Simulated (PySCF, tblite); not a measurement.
**C9H13Al: geometry, infrared bands and NMR shifts**

What infrared bands and NMR shifts should C9H13Al (`C#C[C]1([AlH][C](=C)C)CCC1`) show?

Computed with tblite 0.8.0 and PySCF 2.14.0, with density-fitted response routines of our own, on a single molecule in the gas phase. Atoms are numbered from 0 throughout.

## (1) The molecule as given

23 atoms, charge 0, multiplicity 1; geometry from: force field or distance geometry start.

Bonds of the start (Å): C0–C1 1.20, C1–C2 1.47, C2–Al3 1.97, Al3–C4 1.98, C4–C5 1.34, C4–C6 1.49, C2–C7 1.51, C7–C8 1.54, C8–C9 1.53, C9–C2 1.53, C0–H10 1.07, Al3–H11 1.59, C5–H12 1.08, C5–H13 1.09, C6–H14 1.10, C6–H15 1.09, C6–H16 1.11, C7–H17 1.09, C7–H18 1.11, C8–H19 1.09, C8–H20 1.12, C9–H21 1.10, C9–H22 1.12.

## (2) Relaxing the molecule with GFN2-xTB

The job: settings as JSON, then the geometry in Å.

```
{"job": {"kind": "relax", "xc": "GFN2-xTB", "basis": "xTB"}, "charge": 0, "multiplicity": 1}
C     -0.769600     3.336900     0.317100
C     -0.849200     2.166000     0.078900
C     -0.931800     0.721600    -0.170200
Al     0.644200    -0.088100    -1.027500
C      2.200800    -0.740600     0.009600
C      2.939800     0.216100     0.594000
C      2.547900    -2.181100     0.114400
C     -1.574500    -0.068900     0.940700
C     -2.600300    -0.680100    -0.032400
C     -2.206100     0.454100    -0.976600
H     -0.727700     4.387000     0.530300
H      0.789100     0.040700    -2.606200
H      2.677000     1.259900     0.513500
H      3.824000    -0.064800     1.174700
H      1.890700    -2.601900     0.893000
H      2.406400    -2.729000    -0.817200
H      3.590800    -2.317600     0.478000
H     -0.925900    -0.810800     1.409800
H     -2.122500     0.587000     1.653700
H     -2.287700    -1.633100    -0.462200
H     -3.652600    -0.603700     0.342400
H     -1.938100     0.064400    -1.972600
H     -2.929700     1.313100    -0.975100
```

Launch:

```
> OMP_NUM_THREADS=1 python probes_run.py task.json out
```

One launch serves the whole session: the jobs run in the order shown.

**Question.** This job is followed by: GFN2-xTB harmonic vibrations, gas phase; GIAO PBE0/pcSseg-1 NMR shielding, non-relativistic, gas phase. Predict these results of the whole session: strongest single infrared mode (GFN2-xTB); zero-point energy (GFN2-xTB); 13C shifts against TMS (PBE0/pcSseg-1, means over atoms taken as alike); 1H shifts against TMS (PBE0/pcSseg-1, means over atoms taken as alike); 27Al shifts against AlH4- (PBE0/pcSseg-1).

As calculated:

| quantity | value |
| --- | --- |
| strongest single infrared mode (GFN2-xTB) | 1732 cm⁻¹, 398 km/mol |
| zero-point energy (GFN2-xTB) | 113.2 kcal/mol |
| 13C shifts against TMS (PBE0/pcSseg-1, means over atoms taken as alike) | 165.1, 144.6, 95.6, 74.7, 36.2, 27.5, 21.8, 20.3 ppm |
| 1H shifts against TMS (PBE0/pcSseg-1, means over atoms taken as alike) | 6.71, 6.36, 5.58, 2.68, 2.45, 2.25, 1.99, 1.77, 1.58 ppm |
| 27Al shifts against AlH4- (PBE0/pcSseg-1) | 188.5 ppm |

In words: The optimisation took 181 steps and gained 0.616 eV; among the close pairs (by a distance rule), C2–Al3 changed most, from 1.968 to 2.029 Å. All 63 modes are real, so the xTB geometry is a minimum. The strongest single mode, at 1732 cm⁻¹, moves mainly H11. Unscaled tight-binding wavenumbers are off by several per cent, some by more. Its intensities can rank the bands wrongly. At PBE0/pcSseg-1: The widest tensor belongs to C1: span 319 ppm, with a paramagnetic part of -159 ppm.
